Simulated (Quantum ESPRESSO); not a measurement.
# Ag in Quantum ESPRESSO: notebook

One slab, Ag, is run at these levels: PBE; tasks: work function.

Program: Quantum ESPRESSO 7.5. These are calculated values, not measurements. Logs are shortened: lines on timing, memory, paths and dates and some standing lists are left out, and cuts for length are marked.

### 1 Starting point

The cell holds a slab with vacuum, 5 atoms: a = 2.889 Å, b = 2.889 Å, c = 24.437 Å, α = 90.00°, β = 90.00°, γ = 120.00°.

The slab is cut from a database's or a generator's crystal, which needn't be the stable form of the element.

### 2 Work function, PBE

Contents of pw.in:

```
&CONTROL
  calculation = 'scf'
  prefix = 'pwscf'
  outdir = './tmp'
  pseudo_dir = './pseudo'
  tprnfor = .true.
  disk_io = 'low'
/
&SYSTEM
  ibrav = 0
  celldm(1) = 8
  nat = 5
  ntyp = 1
  ecutwfc = 82
  nbnd = 61
  occupations = 'smearing'
  smearing = 'fd'
  degauss = 0.00367493
/
&ELECTRONS
  conv_thr = 5d-09
  electron_maxstep = 150
  mixing_beta = 0.3
  mixing_mode = 'local-TF'
/
ATOMIC_SPECIES
Ag   107.8682 Ag.upf
CELL_PARAMETERS alat
  0.6825170447991   0.0000000000000  -0.0000000000000
 -0.3412585223996   0.5910770993119   0.0000000000000
  0.0000000000000   0.0000000000000   5.7723278176868
ATOMIC_POSITIONS crystal
Ag     0.6666666667    0.3333333333    0.3069157362
Ag     0.3333333333    0.6666666667    0.4034578681
Ag     0.0000000000    0.0000000000    0.5000000000
Ag     0.6666666667    0.3333333333    0.5965421319
Ag     0.3333333333    0.6666666667    0.6930842638
K_POINTS automatic
7 7 1 0 0 0
```

Contents of pp_density.in:

```
&INPUTPP
  prefix = 'pwscf'
  outdir = './tmp'
  filplot = 'density.dat'
  plot_num = 0
/
&PLOT
  nfile = 1
  filepp(1) = 'density.dat'
  iflag = 3
  output_format = 6
  fileout = 'density.cube'
/
```

Contents of pp_potential.in:

```
&INPUTPP
  prefix = 'pwscf'
  outdir = './tmp'
  filplot = 'potential.dat'
  plot_num = 11
/
&PLOT
  nfile = 1
  filepp(1) = 'potential.dat'
  iflag = 3
  output_format = 6
  fileout = 'potential.cube'
/
```

Contents of pp_elf.in:

```
&INPUTPP
  prefix = 'pwscf'
  outdir = './tmp'
  filplot = 'elf.dat'
  plot_num = 8
/
&PLOT
  nfile = 1
  filepp(1) = 'elf.dat'
  iflag = 3
  output_format = 6
  fileout = 'elf.cube'
/
```

Potentials or basis: PseudoDojo 0.5 SR PBE standard.

On the command line:

```console
> OMP_NUM_THREADS=1 mpirun -n 2 pw.x -nk 2 -in pw.in > pw.out
> OMP_NUM_THREADS=1 mpirun -n 1 pp.x -in pp_density.in > pp_density.out
> OMP_NUM_THREADS=1 mpirun -n 1 pp.x -in pp_potential.in > pp_potential.out
> OMP_NUM_THREADS=1 mpirun -n 1 pp.x -in pp_elf.in > pp_elf.out
```

pw.out:

```text
This program is part of the open-source Quantum ESPRESSO suite
     for quantum simulation of materials; please cite
         "P. Giannozzi et al., J. Phys.:Condens. Matter 21 395502 (2009);
         "P. Giannozzi et al., J. Phys.:Condens. Matter 29 465901 (2017);
         "P. Giannozzi et al., J. Chem. Phys. 152 154105 (2020);
     in publications or presentations arising from this work. More details at

     Message from routine setup:
     using ibrav=0 with symmetry is DISCOURAGED, use correct ibrav instead

     K-points division:     npool     =       2
     Subspace diagonalization in iterative solution of the eigenvalue problem:
     a serial algorithm will be used

     G-vector sticks info
     --------------------
     sticks:   dense  smooth     PW     G-vecs:    dense   smooth      PW
     Sum         673     673    199               119715   119715   18713

     Using Slab Decomposition

     bravais-lattice index     =            0
     lattice parameter (alat)  =       8.0000  a.u.
     unit-cell volume          =    1192.2809 (a.u.)^3
     number of atoms/cell      =            5
     number of atomic types    =            1
     number of electrons       =        95.00
     number of Kohn-Sham states=           61
     kinetic-energy cutoff     =      82.0000  Ry
     charge density cutoff     =     328.0000  Ry
     scf convergence threshold =      5.0E-09
     mixing beta               =       0.3000
     number of iterations used =            8  local-TF  mixing
     Exchange-correlation= PBE
                           (   1   4   3   4   0   0   0)

     celldm(1)=   8.000000  celldm(2)=   0.000000  celldm(3)=   0.000000
     celldm(4)=   0.000000  celldm(5)=   0.000000  celldm(6)=   0.000000

     crystal axes: (cart. coord. in units of alat)
               a(1) = (   0.682517   0.000000  -0.000000 )
               a(2) = (  -0.341259   0.591077   0.000000 )
               a(3) = (   0.000000   0.000000   5.772328 )

     reciprocal axes: (cart. coord. in units 2 pi/alat)
               b(1) = (  1.465165  0.845913 -0.000000 )
               b(2) = ( -0.000000  1.691827  0.000000 )
               b(3) = (  0.000000  0.000000  0.173240 )

     PseudoPot. # 1 for Ag read from file:
     Ag.upf
     Pseudo is Norm-conserving + core correction, Zval = 19.0
     Generated using ONCVPSP code by D. R. Hamann
     Using radial grid of 1538 points,  6 beta functions with:
                l(1) =   0
                l(2) =   0
                l(3) =   1
                l(4) =   1
                l(5) =   2
                l(6) =   2

     atomic species   valence    mass     pseudopotential
     Ag               19.00   107.86820     Ag( 1.00)

     12 Sym. Ops., with inversion, found

   Cartesian axes

     site n.     atom                  positions (alat units)
         1        Ag     tau(   1) = (   0.3412585   0.1970257   1.7716182  )
         2        Ag     tau(   2) = (  -0.0000000   0.3940514   2.3288911  )
         3        Ag     tau(   3) = (   0.0000000   0.0000000   2.8861639  )
         4        Ag     tau(   4) = (   0.3412585   0.1970257   3.4434367  )
         5        Ag     tau(   5) = (  -0.0000000   0.3940514   4.0007096  )

     number of k points=     8  Fermi-Dirac smearing, width (Ry)=  0.0037
                       cart. coord. in units 2pi/alat
        k(    1) = (   0.0000000   0.0000000   0.0000000), wk =   0.0408163
        k(    2) = (   0.0000000   0.2416895   0.0000000), wk =   0.2448980
        k(    3) = (   0.0000000   0.4833790   0.0000000), wk =   0.2448980
        k(    4) = (   0.0000000   0.7250686   0.0000000), wk =   0.2448980
        k(    5) = (   0.2093093   0.3625343   0.0000000), wk =   0.2448980
        k(    6) = (   0.2093093   0.6042238   0.0000000), wk =   0.4897959
        k(    7) = (   0.2093093   0.8459133   0.0000000), wk =   0.2448980
        k(    8) = (   0.4186185   0.7250686   0.0000000), wk =   0.2448980

     Dense  grid:   119715 G-vectors     FFT dimensions: (  32,  32, 270)

     Initial potential from superposition of free atoms

     starting charge      94.9977, renormalised to      95.0000

     negative rho (up, down):  1.678E-05 0.000E+00
     Starting wfcs are   50 randomized atomic wfcs +   11 random wfcs

     Self-consistent Calculation

     iteration #  1     ecut=    82.00 Ry     beta= 0.30
     Davidson diagonalization with overlap
     ethr =  1.00E-02,  avg # of iterations =  6.6

     Threshold (ethr) on eigenvalues was too large:
     Diagonalizing with lowered threshold

     Davidson diagonalization with overlap
     ethr =  2.77E-04,  avg # of iterations =  1.4

     negative rho (up, down):  2.469E-08 0.000E+00

     total energy              =   -1550.17072543 Ry
     estimated scf accuracy    <       0.26975152 Ry

     iteration #  2     ecut=    82.00 Ry     beta= 0.30
     Davidson diagonalization with overlap
     ethr =  2.84E-04,  avg # of iterations =  1.0

     total energy              =   -1550.12145946 Ry
     estimated scf accuracy    <       0.12263282 Ry
[... 54 lines left out ...]
     total energy              =   -1550.14366008 Ry
     estimated scf accuracy    <       0.00000066 Ry

     iteration # 11     ecut=    82.00 Ry     beta= 0.30
     Davidson diagonalization with overlap
     ethr =  6.93E-10,  avg # of iterations =  2.0

     negative rho (up, down):  4.169E-06 0.000E+00

     total energy              =   -1550.14366048 Ry
     estimated scf accuracy    <       0.00000018 Ry

     iteration # 12     ecut=    82.00 Ry     beta= 0.30
     Davidson diagonalization with overlap
     ethr =  1.89E-10,  avg # of iterations =  3.0

     negative rho (up, down):  7.689E-07 0.000E+00

     total energy              =   -1550.14366048 Ry
     estimated scf accuracy    <       0.00000002 Ry

     iteration # 13     ecut=    82.00 Ry     beta= 0.30
     Davidson diagonalization with overlap
     ethr =  1.73E-11,  avg # of iterations =  2.0

     End of self-consistent calculation

          k = 0.0000 0.0000 0.0000 ( 14935 PWs)   bands (ev):

   -85.8387 -85.8148 -85.8132 -85.5319 -85.5319 -49.3631 -49.2996 -49.2529
   -49.2529 -49.2483 -49.2255 -49.2255 -49.2227 -49.2227 -48.9994 -48.9992
   -48.9477 -48.9477 -48.9477 -48.9477  -1.3503  -0.6417  -0.1930   0.0947
     0.0979   1.3685   1.4091   1.4091   1.4478   1.4562   1.4562   1.5375
     1.5375   1.7945   1.7945   1.8131   1.8131   1.9630   2.4234   2.4234
     2.5157   2.5157   2.7502   2.7502   3.0532   3.0532   3.2000   3.2000
     3.4028   5.4683   6.3360  10.0806  10.5538  11.0722  12.4436  12.8822
    15.2716  15.2844  18.2453  18.5637  21.5198
[... 69 lines left out ...]
   -85.8247 -85.8022 -85.8022 -85.5195 -85.5195 -49.3607 -49.3447 -49.3307
   -49.3261 -49.2995 -49.2943 -49.2789 -49.2712 -49.2629 -49.0464 -49.0464
   -49.0158 -49.0158 -48.9875 -48.9875   0.4186   0.4331   0.6499   0.7636
     0.9028   0.9324   0.9646   0.9850   1.3146   1.3997   1.5791   1.6465
     1.8657   1.9028   2.0668   2.1327   2.2557   2.3196   2.5156   2.5750
     2.8047   3.0265   3.1610   3.2113   3.3074   7.2881   7.9162   8.9078
    10.1979  10.9549  10.9935  11.5149  11.8597  12.0923  12.6342  13.1221
    14.0163  14.4661  14.8686  15.4668  15.9238

     the Fermi energy is     6.0009 ev

!    total energy              =   -1550.14366048 Ry
     estimated scf accuracy    <          4.6E-09 Ry
     smearing contrib. (-TS)   =      -0.00112535 Ry
     internal energy E=F+TS    =   -1550.14253513 Ry

     The total energy is F=E-TS. E is the sum of the following terms:
     one-electron contribution =   -9910.25009130 Ry
     hartree contribution      =    4970.33483493 Ry
     xc contribution           =    -231.58910771 Ry
     ewald contribution        =    3621.36182895 Ry

     convergence has been achieved in  13 iterations

     Forces acting on atoms (cartesian axes, Ry/au):

     atom    1 type  1   force =     0.00000000    0.00000000   -0.00631245
     atom    2 type  1   force =    -0.00000000   -0.00000000   -0.00112261
     atom    3 type  1   force =     0.00000000    0.00000000    0.00000000
     atom    4 type  1   force =    -0.00000000   -0.00000000    0.00112261
     atom    5 type  1   force =     0.00000000    0.00000000    0.00631245

     Total force =     0.009067     Total SCF correction =     0.000544

=------------------------------------------------------------------------------=
   JOB DONE.
=------------------------------------------------------------------------------=
```

pp_density.out:

```text
This program is part of the open-source Quantum ESPRESSO suite
     for quantum simulation of materials; please cite
         "P. Giannozzi et al., J. Phys.:Condens. Matter 21 395502 (2009);
         "P. Giannozzi et al., J. Phys.:Condens. Matter 29 465901 (2017);
         "P. Giannozzi et al., J. Chem. Phys. 152 154105 (2020);
     in publications or presentations arising from this work. More details at

     IMPORTANT: XC functional enforced from input :
     Exchange-correlation= PBE
                           (   1   4   3   4   0   0   0)
     Any further DFT definition will be discarded
     Please, verify this is what you really want

     G-vector sticks info
     --------------------
     sticks:   dense  smooth     PW     G-vecs:    dense   smooth      PW
     Sum         673     673    199               119715   119715   18713

     Using Slab Decomposition

     Calling punch_plot, plot_num =   0
     Writing data to file  density.dat
     Reading data from file  density.dat

     Writing data to be plotted to file density.cube
     Plot Type: 3D                     Output format: Gaussian cube

=------------------------------------------------------------------------------=
   JOB DONE.
=------------------------------------------------------------------------------=
```

Run time: 1.7 min. Hardware: 2 MPI ranks of Arm Neoverse V1, shared host; peak memory 0.54 GiB.

What came out:

```yaml
Free_energy: -21090.7789 eV
Largest_force: 0.162 eV/Å
Band_gap_on_the_k_mesh: none (metal or under the smearing width)
Work_function_of_the_upper_face: 4.53 eV
Work_function_of_the_lower_face: 4.53 eV
```

Forces on the atoms (eV/Å):
```
Ag   0.000  0.000 -0.162
Ag   0.000  0.000 -0.029
Ag   0.000  0.000  0.000
Ag   0.000  0.000  0.029
Ag   0.000  0.000  0.162
```

Caveat: the k mesh is coarse.

(Continued in part 2 of 4.)
